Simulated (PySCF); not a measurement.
NBF3H3, in a box:

```
N B F H
1.0
    12.00000    0.00000    0.00000
     0.00000   12.00000    0.00000
     0.00000    0.00000   13.00000
N B F H
1 1 3 3
Direct
  0.44923 0.48292 0.56141
  0.53534 0.49051 0.46035
  0.61781 0.41558 0.48265
  0.47010 0.46127 0.37836
  0.56968 0.59923 0.45948
  0.38436 0.53622 0.55189
  0.49052 0.50350 0.62687
  0.41902 0.40427 0.56861
```

Base run:

* Program: PySCF 2.14.0
* Functional: TPSS
* Dispersion: D3
* Potentials or basis: cc-pvdz (all-electron)
* k mesh: 1 × 1 × 1
* Occupations: fixed
* Spin: no spin polarisation

Its results: gap between the frontier levels 7.56 eV.

Task: After a change of settings the same cell gave: gap between the frontier levels 7.39 eV. Which change was it?
A. functional from TPSS to B97-D
B. functional from TPSS to TASK; dispersion from D3 to none
C. functional from TPSS to r2SCAN0; dispersion from D3 to none

Result: A.

Caveats: this is a molecule in a periodic box at the Γ point, so its band gap is the HOMO-LUMO gap; the basis of atomic orbitals isn't converged, which shifts pressures, moduli and gaps.

Runs at the PBE level aren't shown here.
